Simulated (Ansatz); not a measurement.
**F₂GeH₄Si: a reaction path by the nudged elastic band**

What path joins these two structures, and how high does it climb? Both ends were relaxed at PBE0-D4 in triple zeta. A second band with other settings follows.

Program: Ansatz 0.2.0, Gaussian basis. Level of theory: PBE0-D4/def2-SVP. These are calculated values, not measurements.

16 further runs of the same task are left out: 16 set aside as unsound or not needed.

## Step 1: The starting structure

The first end: 8 atoms, charge 0, spin multiplicity 1.

Atoms are counted from 1 here; the program's logs count them from 0.

Bond lengths: Ge1–Si2 2.377 Å, Ge1–H6 1.536 Å, Ge1–H7 1.534 Å, Ge1–H8 1.536 Å, Si2–H3 1.481 Å, Si2–F4 1.592 Å, Si2–F5 1.593 Å. Angles: Si2–Ge1–H6 109.5°, Si2–Ge1–H7 110.3°, Si2–Ge1–H8 109.5°, H6–Ge1–H7 109.3°, H6–Ge1–H8 108.8°, H7–Ge1–H8 109.3°, Ge1–Si2–H3 115.8°, Ge1–Si2–F4 109.5°, Ge1–Si2–F5 109.5°, H3–Si2–F4 107.3°, H3–Si2–F5 107.3°, F4–Si2–F5 107.1°.

Coordinates:

```mol
F2GeH4Si
  3D, bonds by distance, orders not assigned

  8  7  0  0  0  0  0  0  0  0999 V2000
   -0.9325    0.0233    0.7664 Ge  0  0
    0.9279   -0.0558   -0.7115 Si  0  0
    2.0461   -0.9324   -0.2936 H   0  0
    1.5193    1.4109   -0.8989 F   0  0
    0.4460   -0.5528   -2.1457 F   0  0
   -1.5213   -1.3862    0.9268 H   0  0
   -2.0113    0.9644    0.2138 H   0  0
   -0.4743    0.5285    2.1426 H   0  0
  1  2  8  0
  1  6  8  0
  1  7  8  0
  1  8  8  0
  2  3  8  0
  2  4  8  0
  2  5  8  0
M  END
```

The second end:

```xyz
8
F2GeH4Si
Ge   -0.94351   -0.15242    0.89041
Si    1.29112    0.75871   -1.78499
H    -0.63506    0.56129   -0.45699
F     2.17370    0.74367   -0.43905
F     1.23297   -0.81607   -2.10099
H    -0.14429   -1.45651    0.92852
H    -2.45099   -0.42634    0.93904
H    -0.52394    0.78768    2.02395
```

## Step 2: The band at PBE0-D4/def2-SVP

File neb/in.yaml:

```yaml
crystal:
  periodic: [false, false, false]
  atoms:
    - {symbol: Ge, position_ang: [-0.932543, 0.023316, 0.766418]}
    - {symbol: Si, position_ang: [0.927927, -0.055766, -0.711542]}
    - {symbol: H, position_ang: [2.046124, -0.932442, -0.293595]}
    - {symbol: F, position_ang: [1.519319, 1.410923, -0.898908]}
    - {symbol: F, position_ang: [0.445978, -0.552781, -2.145687]}
    - {symbol: H, position_ang: [-1.521265, -1.386164, 0.926844]}
    - {symbol: H, position_ang: [-2.011252, 0.964387, 0.213773]}
    - {symbol: H, position_ang: [-0.474287, 0.528529, 2.142596]}
basis:
  gaussian: {orbitals: def2-SVP}
hamiltonian: {xc: pbe0, dispersion: d4}
neb:
  images: 5
  climbing: true
  max_iterations: 40
  initial_path: idpp
  final_atoms:
    - {symbol: Ge, position_ang: [-0.943513, -0.152420, 0.890405]}
    - {symbol: Si, position_ang: [1.291118, 0.758708, -1.784987]}
    - {symbol: H, position_ang: [-0.635062, 0.561287, -0.456986]}
    - {symbol: F, position_ang: [2.173702, 0.743673, -0.439048]}
    - {symbol: F, position_ang: [1.232974, -0.816072, -2.100989]}
    - {symbol: H, position_ang: [-0.144290, -1.456514, 0.928516]}
    - {symbol: H, position_ang: [-2.450992, -0.426340, 0.939038]}
    - {symbol: H, position_ang: [-0.523938, 0.787679, 2.023949]}
```

Launch:

```console
$ ansatz run in.yaml --threads 4 --pin off --events-out ev --progress --plain --max-ram 9574MiB
```

What it wrote, cut to the lines that bear on the results:

```text
Functional definition: PBE0
  name "PBE0"
  cite "Adamo & Barone, J. Chem. Phys. 110, 6158 (1999) doi:10.1063/1.478522"
  cite "Perdew, Burke & Ernzerhof, Phys. Rev. Lett. 77, 3865 (1996) doi:10.1103/PhysRevLett.77.3865"
  parent pbe
[...]
1004 factors; integrals over basis functions are off by at most 3.3e-4 eV
[...]
mean field -69868.14432256 eV, -2567.6069455247 hartree, gradient 5.6e-5 eV, S^2 0.000000; 0 other end points of the search recorded, 0 dependent functions left out
[...]
reference -69868.14434863 eV, -2567.6069464828 hartree; 34, 34 occupied and 64, 64 virtual orbitals, 1004 factors
[... from here to the last solve, the lines of the solves are left out (118 solves) ...]
WARN: NEB end point (image 0): max|allowed force component| = 9.511e-1 eV/Å (the criterion of neb.relax_end_points is 1.000e-2). That is over neb.f_tol: it is no minimum, so the barrier can be far off. Relax it first
WARN: NEB end point (image 6): max|allowed force component| = 1.008e0 eV/Å (the criterion of neb.relax_end_points is 1.000e-2). That is over neb.f_tol: it is no minimum, so the barrier can be far off. Relax it first
NEB iter   1: max|band force component| = 4.553e0 eV/Å  barrier→ = 4.0579 eV  barrier← = 2.5940 eV  Δτ_max = 0.2000 Å  (171 SCF iters)
[...]
NEB iter   4: max|band force component| = 9.984e-1 eV/Å  barrier→ = 2.2131 eV  barrier← = 0.7491 eV  Δτ_max = 0.2000 Å  (137 SCF iters)
[...]
NEB iter   7: max|band force component| = 1.740e0 eV/Å  barrier→ = 1.8659 eV  barrier← = 0.4019 eV  CI = image 2  Δτ_max = 0.1983 Å  (142 SCF iters)
[...]
NEB iter  10: max|band force component| = 1.712e-1 eV/Å  barrier→ = 2.7244 eV  barrier← = 1.2604 eV  CI = image 2  Δτ_max = 0.0425 Å  (138 SCF iters)
[...]
NEB iter  13: max|band force component| = 6.283e-2 eV/Å  barrier→ = 2.7204 eV  barrier← = 1.2564 eV  CI = image 2  Δτ_max = 0.0719 Å  (129 SCF iters)
NEB iter  14: max|band force component| = 1.205e-1 eV/Å  barrier→ = 2.7203 eV  barrier← = 1.2563 eV  CI = image 2  Δτ_max = 0.0360 Å  (137 SCF iters)
[...]
NEB iter  15: max|band force component| = 3.413e-2 eV/Å  barrier→ = 2.7203 eV  barrier← = 1.2563 eV  CI = image 2  Δτ_max = 0.0000 Å  (1067 SCF iters)
Total energy: -69865.55316233 eV, -2567.5117221426 hartree
Atom 0 at    -0.764705    -0.202399     0.814105 Å, force     0.005151    -0.001964    -0.002882 eV/Å
Atom 1 at     0.497011     0.652272    -1.088505 Å, force     0.002816    -0.001805     0.002432 eV/Å
Atom 2 at     0.770897    -0.712750    -0.050809 Å, force    -0.003694     0.001041    -0.001230 eV/Å
Atom 3 at     1.981161     1.263599    -0.815752 Å, force    -0.004747    -0.000847     0.001956 eV/Å
Atom 4 at     0.654593    -0.222734    -2.452522 Å, force    -0.002143     0.000953     0.002872 eV/Å
Atom 5 at    -0.892476    -1.704231     1.160718 Å, force     0.000114     0.004355     0.000814 eV/Å
Atom 6 at    -2.203061     0.307079     0.545277 Å, force     0.003307    -0.000781    -0.001480 eV/Å
Atom 7 at    -0.043419     0.619165     1.887387 Å, force    -0.000804    -0.000952    -0.002483 eV/Å
Dipole moment:    -0.398996    -0.063045     0.413861 e Å
```

Wall time 2 min (4 threads of Arm Neoverse V2, shared host).

The last band:

```
image  path (Å)  energy (eV)  Ge1–H3 (Å)  Ge1–Si2 (Å)  Si2–H3 (Å)
    0      0.00        0.000        3.30         2.38        1.48
    1      1.17        0.285        2.82         2.35        1.47
    2      2.34        2.720        1.83         2.44        1.74
    3      3.39        1.556        1.55         3.28        2.30
    4      4.45        1.492        1.55         3.70        2.44
    5      5.51        1.466        1.55         3.69        2.32
    6      6.58        1.464        1.56         3.60        2.35
```

The highest image, 2:

```xyz
8
F2GeH4Si
Ge   -0.76470   -0.20240    0.81410
Si    0.49701    0.65227   -1.08851
H     0.77090   -0.71275   -0.05081
F     1.98116    1.26360   -0.81575
F     0.65459   -0.22273   -2.45252
H    -0.89248   -1.70423    1.16072
H    -2.20306    0.30708    0.54528
H    -0.04342    0.61916    1.88739
```

## Step 3: The band at B3LYP-D4/def2-SVPD, other settings

neb/in.yaml, as its differences from that of step 2:

```diff
@@ -12,7 +12,7 @@
 basis:
-  gaussian: {orbitals: def2-SVP}
-hamiltonian: {xc: pbe0, dispersion: d4}
+  gaussian: {orbitals: def2-SVPD}
+hamiltonian: {xc: {name: B3LYP}, dispersion: d4}
 neb:
   images: 5
-  climbing: true
+  climbing: immediate
   max_iterations: 40
```

Launch:

```console
$ ansatz run in.yaml --threads 4 --pin off --events-out ev --progress --plain --max-ram 9574MiB
```

What it wrote, cut to the lines that bear on the results:

```text
Functional definition: B3LYP
  name "B3LYP"
  cite "Stephens, Devlin, Chabalowski & Frisch, J. Phys. Chem. 98, 11623 (1994) doi:10.1021/j100096a001"
  cite "Becke, Phys. Rev. A 38, 3098 (1988) doi:10.1103/PhysRevA.38.3098"
  cite "Lee, Yang & Parr, Phys. Rev. B 37, 785 (1988) doi:10.1103/PhysRevB.37.785"
  cite "Vosko, Wilk & Nusair, Can. J. Phys. 58, 1200 (1980) doi:10.1139/p80-159"
[...]
1410 factors; integrals over basis functions are off by at most 2.4e-4 eV
[...]
mean field -69886.29831362 eV, -2568.2740923910 hartree, gradient 6.9e-5 eV, S^2 0.000000; 0 other end points of the search recorded, 0 dependent functions left out
[...]
reference -69886.29860082 eV, -2568.2741029457 hartree; 34, 34 occupied and 106, 106 virtual orbitals, 1410 factors
[... from here to the last solve, the lines of the solves are left out (110 solves) ...]
WARN: NEB end point (image 0): max|allowed force component| = 1.520e0 eV/Å (the criterion of neb.relax_end_points is 1.000e-2). That is over neb.f_tol: it is no minimum, so the barrier can be far off. Relax it first
[...]
WARN: NEB end point (image 6): max|allowed force component| = 1.769e0 eV/Å (the criterion of neb.relax_end_points is 1.000e-2). That is over neb.f_tol: it is no minimum, so the barrier can be far off. Relax it first
[...]
NEB iter  14: max|band force component| = 2.432e-2 eV/Å  barrier→ = 2.6347 eV  barrier← = 1.4094 eV  CI = image 3  Δτ_max = 0.0000 Å  (1019 SCF iters)
WARN: NEB end point (image 6): the path dips 0.053381 eV below it before the top, so the barrier from the dip is that much higher. The path crosses a lower well, or the end point is a saddle point, which neb.relax_end_points tests for
Total energy: -69883.91225959 eV, -2568.1864065229 hartree
Atom 0 at    -0.747562    -0.238218     0.861664 Å, force     0.018209    -0.004767    -0.015154 eV/Å
Atom 1 at     0.433696     0.682126    -1.103397 Å, force     0.003572    -0.018719     0.011646 eV/Å
Atom 2 at     0.814736    -0.653756    -0.092290 Å, force    -0.002629     0.010346     0.003089 eV/Å
Atom 3 at     1.918305     1.366205    -0.886012 Å, force     0.002229     0.013992     0.011158 eV/Å
Atom 4 at     0.589887    -0.201258    -2.487275 Å, force    -0.013624    -0.008892    -0.008530 eV/Å
Atom 5 at    -0.809829    -1.760506     1.106825 Å, force    -0.003332     0.003079    -0.002468 eV/Å
Atom 6 at    -2.200820     0.256769     0.659987 Å, force    -0.004448     0.005742    -0.000025 eV/Å
Atom 7 at     0.001587     0.548640     1.940397 Å, force     0.000022    -0.000782     0.000284 eV/Å
Dipole moment:    -0.464392    -0.119201     0.534249 e Å
```

It took 3.6 min on 4 threads of Arm Neoverse V2, shared host.

The last band:

```
image  path (Å)  energy (eV)  Ge1–H3 (Å)  Ge1–Si2 (Å)  Si2–H3 (Å)
    0      0.00        0.000        3.30         2.38        1.48
    1      0.82        0.010        3.14         2.38        1.48
    2      1.63        0.778        2.53         2.37        1.47
    3      2.45        2.635        1.88         2.47        1.72
    4      3.77        1.216        1.55         3.56        2.40
    5      5.09        1.172        1.55         3.88        2.34
    6      6.40        1.225        1.56         3.60        2.35
```

The highest image, 3:

```
Ge   -0.7476   -0.2382    0.8617
Si    0.4337    0.6821   -1.1034
H     0.8147   -0.6538   -0.0923
F     1.9183    1.3662   -0.8860
F     0.5899   -0.2013   -2.4873
H    -0.8098   -1.7605    1.1068
H    -2.2008    0.2568    0.6600
H     0.0016    0.5486    1.9404
```

## Step 4: Summary of results

```
                                                                       quantity                                           value
                                                PBE0-D4/def2-SVP, 15 iterations  highest 2.720 eV (image 2), last end +1.464 eV
                                              B3LYP-D4/def2-SVPD, 14 iterations  highest 2.635 eV (image 3), last end +1.225 eV
from earlier runs: barrier over the separately found saddle, CCSD(T)/def2-TZVPP                                        2.840 eV
```

The highest image lies 2.720 eV above the first end, and it climbed, so it estimates the saddle. The ends are not quite minima at this level (largest force component 1.01 eV/Å), so the heights are unreliable: relaxing the first end would lower it and raise the barrier above it. The highest image is 0.119 eV below the CCSD(T) barrier in triple zeta, which comes from separate runs on the saddle. The second band's highest image lies at 2.635 eV; the levels differ.
